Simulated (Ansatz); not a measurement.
# GeH₃OF: a spread of methods, bases and states

Method: the settings change from run to run; program: Ansatz 0.2.0, Gaussian basis.

## (1) The molecule

The geometry comes from an earlier relaxation with PBE0-D4/def2-TZVP; it is a stationary point.

SMILES `[OH][GeH2][F]`, 6 atoms, charge 0, spin multiplicity 1.

Atoms are counted from 1 here; the program's logs count them from 0.

Bond lengths: O1–Ge2 1.760 Å, O1–H4 0.960 Å, Ge2–F3 1.738 Å, Ge2–H5 1.534 Å, Ge2–H6 1.526 Å. Angles: Ge2–O1–H4 113.6°, O1–Ge2–F3 107.6°, O1–Ge2–H5 112.1°, O1–Ge2–H6 106.3°, F3–Ge2–H5 105.1°, F3–Ge2–H6 107.8°, H5–Ge2–H6 117.4°.

## (2) CAM-B3LYP/def2-SVP

Options: charge -1, multiplicity 2, density fitting with def2-universal-jkfit, D4 dispersion.

Contents of in.yaml:

```yaml
crystal:
  periodic: [false, false, false]
  atoms:
    - {symbol: O, position_ang: [-1.334855, -0.126436, -0.294593]}
    - {symbol: Ge, position_ang: [0.317954, 0.186998, 0.224237]}
    - {symbol: F, position_ang: [1.090673, -1.349608, 0.477170]}
    - {symbol: H, position_ang: [-1.394420, -0.538407, -1.159686]}
    - {symbol: H, position_ang: [1.145410, 0.875428, -0.869288]}
    - {symbol: H, position_ang: [0.217337, 0.887927, 1.575961]}
basis:
  gaussian: {orbitals: def2-SVP, fitting: {mean_field: def2-universal-jkfit}}
total_charge: -1
magnetization: {spin_polarized: true, initial_magnetization: 1}
hamiltonian: {xc: {name: CAM-B3LYP}, dispersion: d4}
output: {forces: true}
```

On the command line:

```bash
> ansatz run in.yaml --threads 2 --pin off --events-out ev --progress --plain --max-ram 22528MiB --backend cpu
```

**Question.** How long does this run take on 2 threads of AMD EPYC 7R13, shared host, and how much memory does it need?

About 3.2 s, with a peak of 0.27 GiB.
